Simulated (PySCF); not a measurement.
# CuH₃S₃: ligand-field states

Aim: compute the ligand-field states of CuH₃S₃.

Programs: PySCF 2.14.0, with routines of our own; each step states its level. All values are computed. Atoms count from 0.

## 1. The starting structure

7 atoms, charge 0, states of the metal's open shell are computed; geometry from: model geometry, bond lengths from ionic radii.

## 2. Ligand-field states: state-averaged CASSCF

What the job is given:

```
{"job": {"kind": "lf", "basis": {"metal": "x2c-TZVPall", "ligand": "x2c-SVPall"}, "nevpt": true}, "charge": 0, "metal": "Cu", "open_shell": "d8"}
Cu     0.000000     0.000000     0.000000
S      2.100000     0.000000     0.000000
H      2.350000     1.320000     0.000000
S     -1.050000     1.818653     0.000000
H     -2.318154     1.375160     0.000000
S     -1.050000    -1.818653     0.000000
H     -0.031846    -2.695160     0.000000
```

With the program's defaults for keys left out, this is: state-averaged CASSCF of the metal d shell, SC-NEVPT2 on the averaged canonical orbitals, state-interaction spin-orbit coupling.

Command:

```
$ OMP_NUM_THREADS=1 python lf_run.py task.json out
```

The driver reads the jobs from task.json and runs them one after another.

The log of the run:

```text
basis functions 117, electrons 80, active (8e, 5o)
stage 1: DIIS on the effective Fock matrix, level shift 0.30
cycle   1  E = -2849.3281325757  dE = -2.849e+03  max|g| = 1.175e+00
cycle   2  E = -2849.9114606623  dE = -5.833e-01  max|g| = 7.195e-01
cycle   3  E = -2849.9077183222  dE =  3.742e-03  max|g| = 9.304e-02
cycle   4  E = -2849.9356935813  dE = -2.798e-02  max|g| = 8.945e-02
cycle   5  E = -2849.9767668425  dE = -4.107e-02  max|g| = 9.832e-02
cycle   6  E = -2850.0373931727  dE = -6.063e-02  max|g| = 5.350e-02
cycle   7  E = -2850.0763387399  dE = -3.895e-02  max|g| = 1.941e-01
cycle   8  E = -2850.0850046043  dE = -8.666e-03  max|g| = 3.296e-01
cycle   9  E = -2850.0887570624  dE = -3.752e-03  max|g| = 3.153e-01
cycle  10  E = -2850.0592402819  dE =  2.952e-02  max|g| = 3.434e-01
cycle  11  E = -2850.0357447272  dE =  2.350e-02  max|g| = 3.659e-01
...
cycle  34  E = -2850.1842812096  dE = -2.427e-04  max|g| = 7.807e-03
cycle  35  E = -2850.1843879249  dE = -1.067e-04  max|g| = 2.247e-03
cycle  36  E = -2850.1845090576  dE = -1.211e-04  max|g| = 2.512e-03
cycle  37  E = -2850.1845538752  dE = -4.482e-05  max|g| = 2.117e-03
cycle  38  E = -2850.1846270056  dE = -7.313e-05  max|g| = 1.289e-03
cycle  39  E = -2850.1846600243  dE = -3.302e-05  max|g| = 9.420e-04
cycle  40  E = -2850.1846706195  dE = -1.060e-05  max|g| = 5.274e-04
cycle  41  E = -2850.1846717520  dE = -1.133e-06  max|g| = 1.344e-04
cycle  42  E = -2850.1846718825  dE = -1.304e-07  max|g| = 3.650e-05
cycle  43  E = -2850.1846718998  dE = -1.738e-08  max|g| = 1.962e-05
cycle  44  E = -2850.1846719023  dE = -2.473e-09  max|g| = 6.580e-06
converged average energy = -2850.1846719023

 mult deg   label        CASSCF/cm-1   NEVPT2/cm-1
   3   1   3A'                 0.0           0.0
   3   1   3A''            -2623.9         345.2
   3   1   3A''            -7758.6         994.6
   3   2   3E''            -5216.2        5709.0
   3   1   3A'             -7571.9        6102.6
   1   2   1E''              831.9        6956.9
   1   1   1A''             1213.2        8207.1
   1   1   1A''             7707.1        8840.0
   1   1   1A'              2468.6       12087.4
   1   1   1A'             22091.9       12496.5
   1   2   1E'              -370.9       13629.7
   1   2   1E'              8613.1       16550.8
   1   2   1E'             11705.0       16791.2
   3   2   3E''             8076.6       23661.1
   3   2   3E'             -3276.3       25122.5
   1   2   1E''            12552.0       27811.8
   1   1   1A'             48041.7       53743.4

spin-orbit levels / cm-1
      0.00  x2  3A'' 0.72 3A'' 0.28
      5.96  x1  3A' 0.99
     15.86  x2  3A' 0.99
    410.55  x1  3A'' 1.00
   1059.64  x1  3A'' 1.00
   1447.91  x2  3A'' 0.72 3A'' 0.28
   5333.85  x2  3E'' 0.68 3A' 0.23 1E'' 0.09
   5451.70  x1  3E'' 0.53 3A' 0.46
   5555.77  x2  3E'' 1.00
   5988.55  x1  3E'' 1.00
   6428.98  x2  3A' 0.77 3E'' 0.18 1E'' 0.05
   6609.25  x1  3A' 0.52 3E'' 0.45
   7256.00  x2  1E'' 0.86 3E'' 0.13
   8278.16  x1  1A'' 1.00
   8910.52  x1  1A'' 1.00
  12302.16  x1  1A' 0.96
  12583.64  x1  1A' 0.97
  13722.96  x2  1E' 1.00
  16560.89  x2  1E' 0.98
  16877.71  x2  1E' 1.00
  23601.64  x2  3E'' 0.98
  23748.45  x2  3E'' 1.00
  23967.12  x1  3E'' 1.00
  23970.27  x1  3E'' 1.00
  24802.22  x1  3E' 1.00
  24803.06  x1  3E' 1.00
  25255.08  x1  3E' 0.99
  25255.10  x1  3E' 0.99
  25652.55  x2  3E' 0.99
  27915.57  x1  1E'' 0.99
```

It took 7.7 s on 1 thread of Arm Neoverse V2, shared host; peak memory 0.33 GiB.

Warnings kept with the result: an active orbital is not mainly the metal shell; spin Hamiltonian not valid, low-lying orbital states.

An active orbital is only 56 % metal, under the run's own bar for a metal shell, so levels, ζ, ground spin and magnetism of this run may not be those of the metal's shell and are not read here.

## 3. Ligand-field states: state-averaged CASSCF (pyramidal angle at 95°)

What the job is given:

```
{"job": {"kind": "lf", "basis": {"metal": "x2c-TZVPall", "ligand": "x2c-SVPall"}, "nevpt": true, "reuse": true}, "charge": 0, "metal": "Cu", "open_shell": "d8"}
Cu     0.000000     0.000000     0.000000
S      2.092009     0.000000    -0.183027
H      2.341058     1.320000    -0.204816
S     -1.046004     1.811733    -0.183027
H     -2.313682     1.367415    -0.204816
S     -1.046004    -1.811733    -0.183027
H     -0.027375    -2.687415    -0.204816
```

With the program's defaults for keys left out, this is: state-averaged CASSCF of the metal d shell, SC-NEVPT2 on the averaged canonical orbitals, state-interaction spin-orbit coupling.

The log of the run:

```text
basis functions 117, electrons 80, active (8e, 5o)
start from the orbitals of the previous structure
stage 1: DIIS on the effective Fock matrix, level shift 0.30
cycle   1  E = -2849.3685568279  dE = -2.849e+03  max|g| = 1.234e+00
cycle   2  E = -2849.9752088332  dE = -6.067e-01  max|g| = 3.615e-01
cycle   3  E = -2850.0693002189  dE = -9.409e-02  max|g| = 1.236e-01
cycle   4  E = -2850.0648174376  dE =  4.483e-03  max|g| = 1.069e-01
cycle   5  E = -2850.0573519182  dE =  7.466e-03  max|g| = 1.240e-01
cycle   6  E = -2850.0798920249  dE = -2.254e-02  max|g| = 4.557e-02
cycle   7  E = -2850.1473962097  dE = -6.750e-02  max|g| = 9.232e-02
cycle   8  E = -2850.1379551620  dE =  9.441e-03  max|g| = 2.199e-01
cycle   9  E = -2850.1245435035  dE =  1.341e-02  max|g| = 2.651e-01
cycle  10  E = -2850.1189371075  dE =  5.606e-03  max|g| = 2.812e-01
...
cycle  34  E = -2850.1830069517  dE = -9.154e-05  max|g| = 3.234e-03
cycle  35  E = -2850.1831074547  dE = -1.005e-04  max|g| = 3.411e-03
cycle  36  E = -2850.1831872845  dE = -7.983e-05  max|g| = 3.026e-03
cycle  37  E = -2850.1832271521  dE = -3.987e-05  max|g| = 1.572e-03
cycle  38  E = -2850.1832372386  dE = -1.009e-05  max|g| = 5.828e-04
cycle  39  E = -2850.1832396292  dE = -2.391e-06  max|g| = 4.918e-04
cycle  40  E = -2850.1832402615  dE = -6.322e-07  max|g| = 2.682e-04
cycle  41  E = -2850.1832404263  dE = -1.648e-07  max|g| = 9.255e-05
cycle  42  E = -2850.1832404505  dE = -2.423e-08  max|g| = 9.139e-05
cycle  43  E = -2850.1832404553  dE = -4.801e-09  max|g| = 5.240e-05
cycle  44  E = -2850.1832404570  dE = -1.692e-09  max|g| = 6.578e-06
converged average energy = -2850.1832404570

 mult deg   label        CASSCF/cm-1   NEVPT2/cm-1
   3   1   3A                  0.0           0.0
   3   1   3A              -2117.7        1389.0
   3   1   3A              -9574.8        2149.3
   3   1   3A              -5246.2        7410.6
   3   2   3E              -5291.7        8092.9
   1   1   1A                903.8        8761.5
   1   1   1A               7741.7        9195.9
   1   2   1E              -1253.4       10714.8
   1   2   1E               1810.5       11054.1
   1   1   1A              22244.2       11840.8
   1   1   1A               2756.1       13019.1
   1   2   1E               7744.4       17422.6
   1   2   1E              11885.8       18063.2
   3   2   3E               7876.2       23075.4
   3   2   3E              -2212.4       23229.3
   1   2   1E              13804.1       24929.3
   1   1   1A              47211.7       42781.2

spin-orbit levels / cm-1
      0.00  x1  3A 0.99
      6.07  x2  3A 0.99
   1178.11  x2  3A 0.81 3A 0.18
   1428.23  x1  3A 1.00
   2139.31  x1  3A 0.99
   2388.18  x2  3A 0.81 3A 0.18
   7310.43  x1  3A 0.93 3E 0.05
   7389.23  x2  3A 0.89 3E 0.09
   7944.49  x2  3E 0.99
   8165.30  x1  3E 0.88 3A 0.10
   8165.31  x1  3E 0.88 3A 0.10
   8270.59  x1  3E 0.94 1A 0.06
   8317.73  x1  3E 0.88 1A 0.06 3A 0.03
   8844.64  x1  1A 0.94 3E 0.06
   9326.76  x1  1A 0.92 3E 0.05
  10833.30  x2  1E 0.97
  11155.73  x2  1E 0.97
  11907.69  x1  1A 0.99
  13185.94  x1  1A 0.98
  17411.71  x2  1E 0.98
  18117.30  x2  1E 0.99
  22923.09  x2  3E 0.93
  22939.24  x1  3E 0.98
  22946.69  x1  3E 0.98
  23147.48  x2  3E 0.99
  23337.47  x1  3E 0.97
  23348.93  x1  3E 0.97
  23348.95  x1  3E 0.97
  23352.59  x1  3E 0.98
  23703.18  x2  3E 0.97
```

Wall time 6.3 s (1 thread of Arm Neoverse V2, shared host); peak memory 0.33 GiB.

Warnings kept with the result: an active orbital is not mainly the metal shell.

An active orbital is only 53 % metal, under the run's own bar for a metal shell, so levels, ζ, ground spin and magnetism of this run may not be those of the metal's shell and are not read here.

## 4. Ligand-field states: state-averaged CASSCF (pyramidal angle at 100°)

What the job is given:

```
{"job": {"kind": "lf", "basis": {"metal": "x2c-TZVPall", "ligand": "x2c-SVPall"}, "nevpt": true, "reuse": true}, "charge": 0, "metal": "Cu", "open_shell": "d8"}
Cu     0.000000     0.000000     0.000000
S      2.068096     0.000000    -0.364661
H      2.314298     1.320000    -0.408073
S     -1.034048     1.791024    -0.364661
H     -2.300303     1.344241    -0.408073
S     -1.034048    -1.791024    -0.364661
H     -0.013996    -2.664241    -0.408073
```

Method: state-averaged CASSCF of the metal d shell, SC-NEVPT2 on the averaged canonical orbitals, state-interaction spin-orbit coupling.

The log of the run:

```text
basis functions 117, electrons 80, active (8e, 5o)
start from the orbitals of the previous structure
stage 1: DIIS on the effective Fock matrix, level shift 0.30
cycle   1  E = -2849.3996797020  dE = -2.849e+03  max|g| = 1.208e+00
cycle   2  E = -2849.9658901486  dE = -5.662e-01  max|g| = 3.544e-01
cycle   3  E = -2849.9575394545  dE =  8.351e-03  max|g| = 1.190e-01
cycle   4  E = -2850.0491595704  dE = -9.162e-02  max|g| = 6.311e-02
cycle   5  E = -2850.0675508513  dE = -1.839e-02  max|g| = 7.766e-02
cycle   6  E = -2850.0742323399  dE = -6.681e-03  max|g| = 2.082e-02
cycle   7  E = -2850.0966759209  dE = -2.244e-02  max|g| = 4.287e-02
cycle   8  E = -2850.1309585073  dE = -3.428e-02  max|g| = 5.207e-02
cycle   9  E = -2850.1320118574  dE = -1.053e-03  max|g| = 1.455e-01
cycle  10  E = -2850.1025312339  dE =  2.948e-02  max|g| = 2.660e-01
...
cycle  29  E = -2850.1790730622  dE = -1.852e-05  max|g| = 9.304e-04
cycle  30  E = -2850.1790862391  dE = -1.318e-05  max|g| = 6.612e-04
cycle  31  E = -2850.1791026603  dE = -1.642e-05  max|g| = 6.628e-04
cycle  32  E = -2850.1791149889  dE = -1.233e-05  max|g| = 6.236e-04
cycle  33  E = -2850.1791214200  dE = -6.431e-06  max|g| = 3.312e-04
cycle  34  E = -2850.1791230367  dE = -1.617e-06  max|g| = 1.418e-04
cycle  35  E = -2850.1791233630  dE = -3.263e-07  max|g| = 8.862e-05
cycle  36  E = -2850.1791234657  dE = -1.027e-07  max|g| = 1.366e-04
cycle  37  E = -2850.1791234732  dE = -7.500e-09  max|g| = 2.481e-04
cycle  38  E = -2850.1791235142  dE = -4.097e-08  max|g| = 2.065e-05
cycle  39  E = -2850.1791235182  dE = -3.975e-09  max|g| = 7.724e-06
converged average energy = -2850.1791235182

 mult deg   label        CASSCF/cm-1   NEVPT2/cm-1
   3   1   3A                  0.0           0.0
   3   1   3A             -11382.0        3745.0
   3   1   3A               -513.5        3972.0
   1   1   1A              22858.6        8540.3
   3   2   3E              -5235.1        9667.2
   1   1   1A               -789.2       10010.1
   1   2   1E              -2599.6       10423.7
   1   1   1A               7778.3       10759.9
   3   1   3A              -2769.9       12858.3
   1   2   1E               2673.7       13538.1
   1   1   1A               3594.2       15114.5
   1   2   1E               5588.3       15994.0
   1   2   1E              17441.3       19316.3
   1   2   1E              12635.3       19895.0
   3   2   3E               6845.4       20384.6
   3   2   3E                832.6       21829.3
   1   1   1A              44394.2       30101.1

spin-orbit levels / cm-1
      0.00  x2  3A 0.99
     13.87  x1  3A 1.00
   3479.27  x2  3A 0.64 3A 0.35
   3745.55  x1  3A 0.99
   4000.99  x1  3A 1.00
   4300.59  x2  3A 0.64 3A 0.35
   8554.44  x1  1A 0.97
   9484.50  x2  3E 0.91 1E 0.08
   9603.33  x2  3E 0.93 1E 0.06
   9822.99  x1  3E 0.82 1A 0.18
   9868.12  x1  3E 0.90 1A 0.07
  10107.85  x1  1A 0.81 3E 0.18
  10601.40  x2  1E 0.84 3E 0.15
  10805.66  x1  1A 0.90 3E 0.06 3A 0.03
  12872.08  x1  3A 0.92 1A 0.04
  12925.57  x2  3A 0.98
  13594.83  x2  1E 0.99
  15285.58  x1  1A 0.95 3A 0.04
  16014.60  x1  1E 0.98
  16014.61  x1  1E 0.98
  19218.30  x1  1E 0.86 3E 0.13
  19218.32  x1  1E 0.86 3E 0.13
  19904.82  x2  1E 0.96
  20443.83  x2  3E 0.96 1E 0.04
  20485.08  x2  3E 0.89 1E 0.09
  20556.66  x1  3E 0.98
  20612.92  x1  3E 0.99
  21575.29  x1  3E 0.99
  21589.29  x1  3E 0.99
  21967.98  x1  3E 0.97
```

Run time: 5.9 s. Hardware: 1 thread of Arm Neoverse V2, shared host; peak memory 0.33 GiB.

Warnings kept with the result: an active orbital is not mainly the metal shell.

An active orbital is only 45 % metal, under the run's own bar for a metal shell, so levels, ζ, ground spin and magnetism of this run may not be those of the metal's shell and are not read here.

## 5. Ligand-field states: state-averaged CASSCF (pyramidal angle at 105°)

What the job is given:

```
{"job": {"kind": "lf", "basis": {"metal": "x2c-TZVPall", "ligand": "x2c-SVPall"}, "nevpt": true, "reuse": true}, "charge": 0, "metal": "Cu", "open_shell": "d8"}
Cu     0.000000     0.000000     0.000000
S      2.028444     0.000000    -0.543520
H      2.269926     1.320000    -0.608225
S     -1.014222     1.756684    -0.543520
H     -2.278116     1.305813    -0.608225
S     -1.014222    -1.756684    -0.543520
H      0.008191    -2.625813    -0.608225
```

Level: state-averaged CASSCF of the metal d shell, SC-NEVPT2 on the averaged canonical orbitals, state-interaction spin-orbit coupling.

The log of the run:

```text
basis functions 117, electrons 80, active (8e, 5o)
start from the orbitals of the previous structure
stage 1: DIIS on the effective Fock matrix, level shift 0.30
cycle   1  E = -2849.4107103949  dE = -2.849e+03  max|g| = 1.099e+00
cycle   2  E = -2849.9059503322  dE = -4.952e-01  max|g| = 2.588e-01
cycle   3  E = -2849.9324048868  dE = -2.645e-02  max|g| = 2.630e-01
cycle   4  E = -2849.9579344439  dE = -2.553e-02  max|g| = 6.544e-02
cycle   5  E = -2849.9236303266  dE =  3.430e-02  max|g| = 2.143e-01
cycle   6  E = -2849.8913281888  dE =  3.230e-02  max|g| = 4.468e-01
cycle   7  E = -2849.9011432886  dE = -9.815e-03  max|g| = 5.224e-01
cycle   8  E = -2849.9199870071  dE = -1.884e-02  max|g| = 5.477e-01
cycle   9  E = -2849.9341974930  dE = -1.421e-02  max|g| = 5.550e-01
cycle  10  E = -2849.9436327301  dE = -9.435e-03  max|g| = 5.526e-01
...
cycle  49  E = -2850.1733652006  dE = -4.587e-06  max|g| = 4.927e-04
cycle  50  E = -2850.1733702192  dE = -5.019e-06  max|g| = 6.173e-04
cycle  51  E = -2850.1733748496  dE = -4.630e-06  max|g| = 4.596e-04
cycle  52  E = -2850.1733777163  dE = -2.867e-06  max|g| = 2.195e-04
cycle  53  E = -2850.1733788850  dE = -1.169e-06  max|g| = 1.122e-04
cycle  54  E = -2850.1733792072  dE = -3.222e-07  max|g| = 6.759e-05
cycle  55  E = -2850.1733792916  dE = -8.440e-08  max|g| = 2.173e-05
cycle  56  E = -2850.1733793140  dE = -2.237e-08  max|g| = 1.161e-05
cycle  57  E = -2850.1733793187  dE = -4.738e-09  max|g| = 4.923e-05
cycle  58  E = -2850.1733793189  dE = -1.546e-10  max|g| = 5.396e-05
cycle  59  E = -2850.1733793213  dE = -2.378e-09  max|g| = 3.606e-06
converged average energy = -2850.1733793213

 mult deg   label        CASSCF/cm-1   NEVPT2/cm-1
   3   1   3A                  0.0           0.0
   1   2   1E               9767.2        3255.2
   3   1   3A               9039.6        4177.7
   1   2   1E              12430.7        6281.9
   3   1   3A              16439.2        6356.2
   3   2   3E               7443.0        6515.5
   1   1   1A               7127.1        7039.1
   1   1   1A              19404.6        7505.6
   3   1   3A              12626.9        7677.8
   1   1   1A              28722.7        9520.2
   3   2   3E              21897.4       10106.0
   1   2   1E              16327.7       10911.1
   1   2   1E              27988.8       12295.2
   1   1   1A              21804.3       12331.2
   3   2   3E              17200.1       13925.5
   1   2   1E              47606.2       15263.4
   1   1   1A              54923.5       21029.8

spin-orbit levels / cm-1
      0.00  x2  3A 1.00
      7.83  x1  3A 1.00
   3229.87  x1  1E 0.98
   3230.53  x1  1E 0.98
   4174.79  x1  3A 0.99
   4195.60  x2  3A 0.97
   6229.19  x1  1E 0.79 3E 0.19
   6229.81  x1  1E 0.79 3E 0.19
   6330.79  x1  3A 0.91 3E 0.05 1A 0.04
   6352.31  x1  3A 0.91 3E 0.03
   6352.49  x1  3A 0.91 3E 0.03
   6416.57  x2  3E 0.99
   6610.50  x1  3E 0.75 1E 0.18 3A 0.05
   6610.93  x1  3E 0.75 1E 0.18 3A 0.05
   6611.27  x1  3E 0.96
   6650.12  x1  3E 0.95 3A 0.05
   7082.33  x1  1A 0.96 3A 0.03
   7514.66  x1  1A 0.97
   7697.52  x1  3A 0.94
   7739.02  x1  3A 0.96
   7739.03  x1  3A 0.96
   9555.10  x1  1A 0.99
  10120.57  x1  3E 0.97
  10120.93  x1  3E 0.97
  10125.67  x1  3E 0.99
  10134.17  x1  3E 0.99
  10134.77  x1  3E 0.99
  10134.95  x1  3E 1.00
  10960.56  x1  1E 0.97
  10960.87  x1  1E 0.97
```

Wall time 7.9 s (1 thread of Arm Neoverse V2, shared host); peak memory 0.33 GiB.

Warnings kept with the result: an active orbital is not mainly the metal shell.

An active orbital is only 32 % metal, under the run's own bar for a metal shell, so levels, ζ, ground spin and magnetism of this run may not be those of the metal's shell and are not read here.

## 6. Ligand-field states: state-averaged CASSCF (pyramidal angle at 110°)

What the job is given:

```
{"job": {"kind": "lf", "basis": {"metal": "x2c-TZVPall", "ligand": "x2c-SVPall"}, "nevpt": true, "reuse": true}, "charge": 0, "metal": "Cu", "open_shell": "d8"}
Cu     0.000000     0.000000     0.000000
S      1.973355     0.000000    -0.718242
H      2.208278     1.320000    -0.803747
S     -0.986677     1.708975    -0.718242
H     -2.247292     1.252425    -0.803747
S     -0.986677    -1.708975    -0.718242
H      0.039015    -2.572425    -0.803747
```

With the program's defaults for keys left out, this is: state-averaged CASSCF of the metal d shell, SC-NEVPT2 on the averaged canonical orbitals, state-interaction spin-orbit coupling.

The log of the run:

```text
basis functions 117, electrons 80, active (8e, 5o)
start from the orbitals of the previous structure
stage 1: DIIS on the effective Fock matrix, level shift 0.30
cycle   1  E = -2849.4001095534  dE = -2.849e+03  max|g| = 6.732e-01
cycle   2  E = -2849.7830550624  dE = -3.829e-01  max|g| = 2.171e-01
cycle   3  E = -2849.9636621994  dE = -1.806e-01  max|g| = 1.132e-01
cycle   4  E = -2849.9282148318  dE =  3.545e-02  max|g| = 1.429e-01
cycle   5  E = -2849.8857939398  dE =  4.242e-02  max|g| = 1.953e-01
cycle   6  E = -2849.9181379241  dE = -3.234e-02  max|g| = 1.073e-01
cycle   7  E = -2849.8695108594  dE =  4.863e-02  max|g| = 2.423e-01
cycle   8  E = -2849.7959586690  dE =  7.355e-02  max|g| = 4.695e-01
cycle   9  E = -2849.6624606291  dE =  1.335e-01  max|g| = 6.760e-01
cycle  10  E = -2849.6482223280  dE =  1.424e-02  max|g| = 6.764e-01
...
cycle  37  E = -2850.1660527096  dE = -7.439e-05  max|g| = 3.516e-03
cycle  38  E = -2850.1660959933  dE = -4.328e-05  max|g| = 2.319e-03
cycle  39  E = -2850.1661054090  dE = -9.416e-06  max|g| = 1.098e-03
cycle  40  E = -2850.1661084014  dE = -2.992e-06  max|g| = 4.376e-04
cycle  41  E = -2850.1661091605  dE = -7.591e-07  max|g| = 3.006e-04
cycle  42  E = -2850.1661094320  dE = -2.715e-07  max|g| = 1.629e-04
cycle  43  E = -2850.1661095116  dE = -7.961e-08  max|g| = 1.272e-04
cycle  44  E = -2850.1661095286  dE = -1.697e-08  max|g| = 8.507e-05
cycle  45  E = -2850.1661095477  dE = -1.909e-08  max|g| = 4.570e-05
cycle  46  E = -2850.1661095508  dE = -3.120e-09  max|g| = 1.992e-05
cycle  47  E = -2850.1661095514  dE = -6.139e-10  max|g| = 8.388e-06
converged average energy = -2850.1661095514

 mult deg   label        CASSCF/cm-1   NEVPT2/cm-1
   3   1   3A                  0.0           0.0
   1   2   1E               9019.5        4561.3
   3   1   3A               9597.0        4983.6
   1   2   1E              13430.3        6990.9
   3   2   3E               8227.8        8630.9
   1   1   1A               6830.5        8885.7
   1   1   1A              21397.2        9014.8
   3   1   3A              19995.0        9983.6
   3   2   3E              24809.8       11487.7
   1   1   1A              28447.4       11793.4
   1   2   1E              18379.1       12198.4
   3   1   3A              15070.5       12682.3
   1   2   1E              30525.3       13161.1
   1   1   1A              23765.5       14917.9
   3   2   3E              18117.8       16474.2
   1   2   1E              57546.0       23497.0
   1   1   1A              61606.5       27700.0

spin-orbit levels / cm-1
      0.00  x2  3A 1.00
      1.17  x1  3A 1.00
   4555.65  x2  1E 0.98
   4984.27  x1  3A 1.00
   4984.90  x2  3A 0.98
   6976.05  x2  1E 0.99
   8558.10  x2  3E 1.00
   8649.80  x2  3E 0.99
   8692.89  x1  3E 0.95 1A 0.05
   8700.34  x1  3E 0.96 1A 0.04
   8889.76  x1  1A 0.95 3E 0.04
   9024.33  x1  1A 0.95 3E 0.05
   9990.80  x1  3A 0.99
   9991.57  x2  3A 0.99
  11474.79  x1  3E 0.99
  11476.76  x1  3E 0.99
  11496.96  x2  3E 0.98
  11520.40  x2  3E 0.99
  11749.29  x1  1A 0.94 3A 0.05
  12210.89  x2  1E 0.98
  12701.90  x2  3A 0.99
  12738.37  x1  3A 0.94 1A 0.05
  13171.19  x2  1E 1.00
  14939.89  x1  1A 0.99
  16436.77  x1  3E 1.00
  16439.51  x1  3E 1.00
  16489.09  x2  3E 1.00
  16535.77  x2  3E 1.00
  23509.18  x1  1E 1.00
  23509.22  x1  1E 1.00
```

Run time: 6.9 s. Hardware: 1 thread of Arm Neoverse V2, shared host; peak memory 0.33 GiB.

Warnings kept with the result: an active orbital is not mainly the metal shell.

An active orbital is only 25 % metal, under the run's own bar for a metal shell, so levels, ζ, ground spin and magnetism of this run may not be those of the metal's shell and are not read here.

## 7. Summary of results

| quantity | value |
| --- | --- |
| ligand-field states | no level gives a usable value |

What this shows: Steps 2, 3, 4, 5, 6 are set aside: its active space failed the test for the metal's shell.
